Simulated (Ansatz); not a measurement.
# CH3ClO3W: the cost of one run

The runs use Ansatz 0.2.0, Gaussian basis; the settings change from run to run.

**1. The molecule**

The geometry comes from an earlier relaxation with PBE0-D4 in a triple-zeta def2 set; it is a stationary point, not always the lowest conformer. W takes a core potential in def2 sets; no spin-orbit term is included.

SMILES `C[O][W](=[O])(=[O])[Cl]`, 9 atoms, charge 0, spin multiplicity 1.

Atoms are counted from 1 here; the program's logs count them from 0.

Bond lengths: C1–O2 1.407 Å, C1–H7 1.091 Å, C1–H8 1.092 Å, C1–H9 1.092 Å, O2–W3 1.843 Å, W3–O4 1.701 Å, W3–O5 1.701 Å, W3–Cl6 2.272 Å. Angles: O2–C1–H7 108.2°, O2–C1–H8 110.0°, O2–C1–H9 109.9°, H7–C1–H8 109.4°, H7–C1–H9 109.4°, H8–C1–H9 109.8°, C1–O2–W3 146.2°, O2–W3–O4 109.3°, O2–W3–O5 109.3°, O2–W3–Cl6 111.3°, O4–W3–O5 106.8°, O4–W3–Cl6 110.0°, O5–W3–Cl6 110.0°.

**2. B97M-V/def2-SVPD**

in.yaml reads:

```yaml
crystal:
  periodic: [false, false, false]
  atoms:
    - {symbol: C, position_ang: [0.131665, -1.237515, 1.063711]}
    - {symbol: O, position_ang: [-0.241727, -0.006030, 0.495944]}
    - {symbol: W, position_ang: [-0.110255, 1.110226, -0.964138]}
    - {symbol: O, position_ang: [-0.641207, 0.283086, -2.352460]}
    - {symbol: O, position_ang: [1.523816, 1.505597, -1.223612]}
    - {symbol: Cl, position_ang: [-1.332138, 3.003405, -0.670716]}
    - {symbol: H, position_ang: [-0.342158, -1.319198, 2.043248]}
    - {symbol: H, position_ang: [-0.204864, -2.059330, 0.427672]}
    - {symbol: H, position_ang: [1.216869, -1.280242, 1.180351]}
basis:
  gaussian: {orbitals: def2-SVPD}
hamiltonian: {xc: {name: B97M-V}}
output: {forces: true}
```

Launch:

```
$ ansatz run in.yaml --threads 4 --pin off --events-out ev --progress --plain --max-ram 11315MiB
```

What time and memory should one allow on 4 threads of Arm Neoverse V2, shared host?

About 9.5 s, with a peak of 0.36 GiB.
